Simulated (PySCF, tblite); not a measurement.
# C₇H₁₃B: geometry, infrared bands and NMR shifts

What infrared bands and NMR shifts should C₇H₁₃B (`C=C1CCB[C@@H](C)C1`) show?

Computed with tblite 0.8.0 and PySCF 2.14.0, with density-fitted response routines of our own, on a single molecule in the gas phase. Atoms count from 0, in the outputs and in this text.

**1. The molecule as given**

21 atoms, charge 0, multiplicity 1; geometry from: force field or distance geometry start.

Bonds of the start (Å): C0–C1 1.33, C1–C2 1.47, C2–C3 1.49, C3–B4 1.59, B4–C5 1.59, C5–C6 1.49, C5–C7 1.49, C7–C1 1.49, C0–H8 1.09, C0–H9 1.11, C2–H10 1.13, C2–H11 1.12, C3–H12 1.15, C3–H13 1.10, B4–H14 1.20, C5–H15 1.13, C6–H16 1.13, C6–H17 1.10, C6–H18 1.09, C7–H19 1.11, C7–H20 1.12.

**2. Optimising the geometry with GFN2-xTB**

The job: settings as JSON, then the geometry in Å.

```
{"job": {"kind": "relax", "xc": "GFN2-xTB", "basis": "xTB"}, "charge": 0, "multiplicity": 1}
C     -1.397700     1.984600     0.853800
C     -0.939000     0.932500     0.174400
C     -1.830100    -0.192900    -0.122200
C     -1.191700    -1.513900    -0.361500
B      0.351600    -1.411600    -0.725800
C      1.103100    -0.336300     0.173400
C      2.587900    -0.421600     0.077600
C      0.505000     0.981000    -0.193000
H     -0.774800     2.837500     1.110700
H     -2.472500     1.938700     1.135900
H     -2.464600     0.085200    -1.008800
H     -2.506300    -0.320300     0.759200
H     -1.211200    -2.070000     0.641300
H     -1.682000    -2.112100    -1.137200
H      0.571400    -1.317800    -1.905000
H      0.793500    -0.567400     1.238600
H      2.905000    -1.268100     0.757300
H      3.104600     0.483800     0.441800
H      2.958800    -0.659400    -0.920300
H      0.993600     1.840400     0.308000
H      0.586400     1.124700    -1.298700
```

Started as:

```console
> OMP_NUM_THREADS=1 python probes_run.py task.json out
```

This one command runs all jobs of the session in turn.

**Question.** This job is followed by: GFN2-xTB harmonic vibrations, gas phase; GIAO PBE0/pcSseg-1 NMR shielding, non-relativistic, gas phase. What will the session give for the following? strongest single infrared mode (GFN2-xTB); zero-point energy (GFN2-xTB); 13C shifts against TMS (PBE0/pcSseg-1); 1H shifts against TMS (PBE0/pcSseg-1, means over atoms taken as alike); 11B shifts against BF3·OEt2 (PBE0/pcSseg-1).

The runs gave:

```
                                                              quantity                                                                 value
                             strongest single infrared mode (GFN2-xTB)                                                 2625 cm⁻¹, 158 km/mol
                                          zero-point energy (GFN2-xTB)                                                        114.3 kcal/mol
                                13C shifts against TMS (PBE0/pcSseg-1)                        160.9, 113.7, 46.4, 42.4, 37.0, 33.6, 21.3 ppm
1H shifts against TMS (PBE0/pcSseg-1, means over atoms taken as alike)  7.89, 5.13, 5.13, 2.50, 2.48, 2.25, 2.24, 2.05, 1.30, 1.12, 1.10 ppm
                           11B shifts against BF3·OEt2 (PBE0/pcSseg-1)                                                              89.1 ppm
```

The optimisation took 91 steps and gained 1.182 eV; among the close pairs (by a distance rule), C2–C3 changed most, from 1.487 to 1.539 Å. No mode is imaginary among the 57: a minimum at this level. The strongest single mode, at 2625 cm⁻¹, moves mainly H14. Unscaled tight-binding wavenumbers are off by several per cent, some by more. Its intensities can rank the bands wrongly. The most deshielded carbon is C1 (fully substituted alkene carbon), at 160.9 ppm: an sp2 carbon of a C=C bond. At PBE0/pcSseg-1: The widest tensor belongs to C1: span 259 ppm, with a paramagnetic part of -236 ppm.
